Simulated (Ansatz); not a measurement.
# CH₂BFOS: how energies converge with the basis set

The task here is to estimate one member of a computed series from the others.

Computed with Ansatz 0.2.0, Gaussian basis. Level: one geometry, several basis sets.

Levels to be run: PBE0-D4/def2-SVP; ωB97M-V/def2-SVP; PBE0-D4/def2-QZVPP; ωB97M-V/def2-QZVPP; the functionals' def2-TZVPP values are taken from earlier runs.

**The geometry**

All runs share one geometry, relaxed beforehand with PBE0-D4 in a triple-zeta def2 set.

SMILES `O=C(S)BF`, 7 atoms, charge 0, spin multiplicity 1.

Atoms are counted from 1 here; the program's logs count them from 0.

Bond lengths: O1–C2 1.201 Å, C2–S3 1.793 Å, C2–B4 1.598 Å, S3–H6 1.344 Å, B4–F5 1.309 Å, B4–H7 1.197 Å. Angles: O1–C2–S3 121.1°, O1–C2–B4 124.2°, S3–C2–B4 114.8°, C2–S3–H6 95.5°, C2–B4–F5 117.8°, C2–B4–H7 122.8°, F5–B4–H7 119.4°.

The first run:

The input, in.yaml:

```yaml
crystal:
  periodic: [false, false, false]
  atoms:
    - {symbol: O, position_ang: [0.512798, -1.880518, 0.371460]}
    - {symbol: C, position_ang: [0.199146, -0.721080, 0.364371]}
    - {symbol: S, position_ang: [-0.015642, 0.188787, 1.894679]}
    - {symbol: B, position_ang: [-0.031407, 0.137942, -0.963029]}
    - {symbol: F, position_ang: [0.855222, 0.033916, -1.919829]}
    - {symbol: H, position_ang: [-0.489618, 1.305004, 1.314663]}
    - {symbol: H, position_ang: [-0.969199, 0.867851, -1.107913]}
basis:
  gaussian: {orbitals: def2-SVP}
hamiltonian: {xc: pbe0, dispersion: d4}
output: {orbitals: {seedname: orbitals}}
```

Command:

```bash
> ansatz run in.yaml --threads 2 --pin off --events-out ev --progress --plain --max-ram 4352MiB
```

Among the steps run: PBE0-D4 in def2-SVP; ωB97M-V in def2-SVP; PBE0-D4 in def2-QZVPP; ωB97M-V in def2-QZVPP.

One of the session's tables, all rows but one given; the rest of the session is left out.

It belongs to the step «Functionals by basis». 

| functional | basis | HOMO (eV) | LUMO (eV) |
| --- | --- | --- | --- |
| PBE0-D4 | def2-SVP | -7.51 | -2.34 |
| PBE0-D4 | def2-TZVPP | -7.65 | -2.50 |
| PBE0-D4 | def2-QZVPP | -7.68 | -2.54 |
| ωB97M-V | def2-SVP | ? | ? |
| ωB97M-V | def2-TZVPP | -9.89 | -0.35 |
| ωB97M-V | def2-QZVPP | -9.93 | -0.42 |

Estimate the missing values for ωB97M-V, def2-SVP.

The run gave: HOMO (eV): -9.72; LUMO (eV): -0.12. In the column «HOMO (eV)» it lies between ωB97M-V, def2-TZVPP (-9.89) and PBE0-D4, def2-QZVPP (-7.68).
